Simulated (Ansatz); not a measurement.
# GaBTe3: the cost of one run

Method: DFT PBE, scalar-relativistic, plane waves, PAW, in Ansatz 0.2.0.

### Step 1. The starting structure

Symmetry: P6/mmm, No. 191, hexagonal system. The conventional cell has a = 5.229 Å, b = 5.229 Å, c = 5.960 Å, α = 90.00°, β = 90.00°, γ = 120.00°. Ga (site symmetry 6/mmm) has 2 B at 2.98 Å as nearest neighbours. Around B (site symmetry 6/mmm) lie 6 Te at 2.61 Å and 2 Ga at 2.98 Å. Te (site symmetry mmm) is surrounded by 4 Te at 2.61 Å and 2 B at 2.61 Å.

Structure file:

```
Ga B Te
1.0
     5.22922    0.00000    0.00000
    -2.61461    4.52864    0.00000
     0.00000    0.00000    5.95984
Ga B Te
1 1 3
Direct
  0.00000 0.00000 0.50000
  0.00000 0.00000 0.00000
  0.50000 0.00000 0.00000
  0.00000 0.50000 0.00000
  0.50000 0.50000 0.00000
```

Recipe of the guess: random cell by space group and Wyckoff sites (P6/mmm, No. 191). Lengths come from tabulated atomic sizes and are only a guess.

### Step 2. Probe: one point on a coarse mesh

File input.yaml:

```yaml
crystal:
  lattice:
    - [5.22922463, 0.0, 0.0]
    - [-2.61461232, 4.52864137, 0.0]
    - [0.0, 0.0, 5.95983834]
  atoms:
    - { symbol: Ga, position: [0.0, 0.0, 0.5] }
    - { symbol: B, position: [0.0, 0.0, 0.0] }
    - { symbol: Te, position: [0.5, 0.0, 0.0] }
    - { symbol: Te, position: [0.0, 0.5, 0.0] }
    - { symbol: Te, position: [0.5, 0.5, 0.0] }
basis:
  ecutwfc: 420
kpoints:
  mp_grid: { grid: [6, 6, 4] }
hamiltonian:
  xc: pbe
scf:
  occupations: { method: gaussian, width: 0.1 }
  lower_state_search: "off"
output:
  forces: true
  stress: true
  eigenvalues: true
```

Run with:

```
ansatz run input.yaml --threads 1 --pin off --max-ram 2560MiB --backend cpu --events-out ev --progress --plain --runs-dir out
```

Q: Estimate wall time and peak memory on 1 thread of Intel Xeon Platinum 8488C (Sapphire Rapids), shared host.

About 4.4 s, with a peak of 0.56 GiB.
